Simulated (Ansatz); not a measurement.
# C2H6SeTe: the cost of one run

All numbers below are computed with Ansatz 0.2.0 (RKS PBE/def2-SVP).

## Step 1: Starting point

Bond lengths: C1–C2 1.492 Å, C2–Se3 1.920 Å, C2–Te4 2.149 Å, C1–H5 1.091 Å, C1–H6 1.183 Å, C1–H7 1.116 Å, C2–H8 1.066 Å, Se3–H9 1.580 Å, Te4–H10 1.663 Å. Angles: C1–C2–Se3 108.5°, C1–C2–Te4 109.8°, C1–C2–H8 110.7°, Se3–C2–Te4 107.8°, Se3–C2–H8 108.6°, Te4–C2–H8 111.4°, C2–C1–H5 113.8°, C2–C1–H6 108.9°, C2–C1–H7 112.6°, H5–C1–H6 105.7°, H5–C1–H7 110.4°, H6–C1–H7 104.7°, C2–Se3–H9 93.0°, C2–Te4–H10 92.1°.

Coordinates:

```xyz
10

C    -0.1219    0.9650    0.1641
C    -0.4228   -0.4849   -0.0222
Se    0.9131   -1.5091    0.9007
Te   -0.3111   -0.9896   -2.1085
H     0.8302    1.2761   -0.2672
H    -0.9490    1.6031   -0.3907
H    -0.1876    1.2822    1.2323
H    -1.3772   -0.7266    0.3858
H     0.4433   -0.9958    2.3196
H     1.2660   -0.4715   -2.2109
```

## Step 2: Relaxing end A

input.yaml reads:

```yaml
crystal:
  periodic: [false, false, false]
  atoms:
    - { symbol: C, position_ang: [-0.1219, 0.965, 0.1641] }
    - { symbol: C, position_ang: [-0.4228, -0.4849, -0.0222] }
    - { symbol: Se, position_ang: [0.9131, -1.5091, 0.9007] }
    - { symbol: Te, position_ang: [-0.3111, -0.9896, -2.1085] }
    - { symbol: H, position_ang: [0.8302, 1.2761, -0.2672] }
    - { symbol: H, position_ang: [-0.949, 1.6031, -0.3907] }
    - { symbol: H, position_ang: [-0.1876, 1.2822, 1.2323] }
    - { symbol: H, position_ang: [-1.3772, -0.7266, 0.3858] }
    - { symbol: H, position_ang: [0.4433, -0.9958, 2.3196] }
    - { symbol: H, position_ang: [1.266, -0.4715, -2.2109] }
basis:
  gaussian: { orbitals: def2-SVP }
hamiltonian:
  xc: pbe
relax:
  f_tol: 0.015
  max_steps: 40
```

Launch:

```bash
$ ansatz run input.yaml --threads 2 --pin off --max-ram 3072MiB --backend cpu --events-out ev --progress --plain --runs-dir out
```

**Question.** How long does this run take on 2 threads of Arm Neoverse V1, shared host, and how much memory does it need?

About 20 s, with a peak of 0.17 GiB.
